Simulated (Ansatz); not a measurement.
C4H5, SMILES [CH2]C1C=C1: an atomisation energy, run with Ansatz's Python interface.

`run_tae.py`:
```python
"""Atomisation energy of C4H5 at the given geometry."""

from collections import Counter
import logging
import sys

import ansatz as az
from ase import Atoms

logging.basicConfig(stream=sys.stdout, format="%(name)s: %(message)s")
log = logging.getLogger("ansatz_job")
log.setLevel(logging.INFO)

config = {
    "basis": "pcseg-2",
    "xc": "r2SCAN",
}


def energy_of(molecule, charge=0, unpaired=0):
    calc = (
        molecule.calculation()
        .basis(gaussian=config["basis"])
        .functional(config["xc"])
    )
    if charge:
        calc = calc.charge(charge)
    if unpaired:
        calc = calc.spin("collinear", total=unpaired)
    return calc.run(threads=1, pin="off").report["free_energy_ev"]


def main() -> None:
    atoms = Atoms(["C", "C", "C", "C", "H", "H", "H", "H", "H"], positions=[
        (1.3615, -0.329, -0.0729),
        (-0.0333, -0.1997, 0.5306),
        (-1.0681, -0.1318, -0.4108),
        (-0.6329, 1.0481, 0.3191),
        (1.4709, 0.2045, -1.0441),
        (1.6132, -1.4015, -0.2095),
        (-0.2832, -0.6926, 1.4927),
        (-1.7143, -0.6053, -1.1415),
        (-0.7138, 2.1074, 0.5363),
    ])
    system = az.Crystal.molecule_from_ase(atoms)

    # Hund ground states
    unpaired = {"C": 2, "H": 1}
    counts = Counter(site.symbol for site in system.cartesian_sites)
    atom_energy = {s: energy_of(az.Crystal.molecule().atom(s, (0, 0, 0)), 0, unpaired[s]) for s in counts}
    whole = energy_of(system, 0, 1)
    for s, e in atom_energy.items():
        log.info(f"{s:2s} x{counts[s]}  {e:14.5f} eV")
    log.info(f"C4H5: {whole:.5f} eV")
    split = sum(counts[s] * e for s, e in atom_energy.items()) - whole
    log.info(f"atomisation energy (no zero-point term): {23.060548 * split:.1f} kcal/mol, {split / sum(counts.values()):.3f} eV an atom")


if __name__ == "__main__":
    main()
```

What does it cost to take this molecule apart into atoms?

845.6 kcal/mol from the electronic energies, without the zero-point term.

The run itself:

```console
$ python run_tae.py
ansatz_job: C  x4     -1029.44896 eV
ansatz_job: H  x5       -13.60816 eV
ansatz_job: C4H5: -4222.50721 eV
ansatz_job: atomisation energy (no zero-point term): 845.6 kcal/mol, 4.075 eV an atom
```

Total energies depend on the basis set; only differences at equal settings carry meaning. The geometry is a force-field or estimated start, not a minimum of this method, and the basis set is short of its limit. All parts are taken at fixed geometry, without zero-point energy. The species is open-shell (spin multiplicity 2). The expectation value of S² is noticeably off S(S+1) in at least one run, so that state is spin-contaminated. Hardware and time: 12 s on 1 thread of Intel(R) Xeon(R) Processor @ 2.30GHz, on a shared host, peak memory 0.38 GiB.
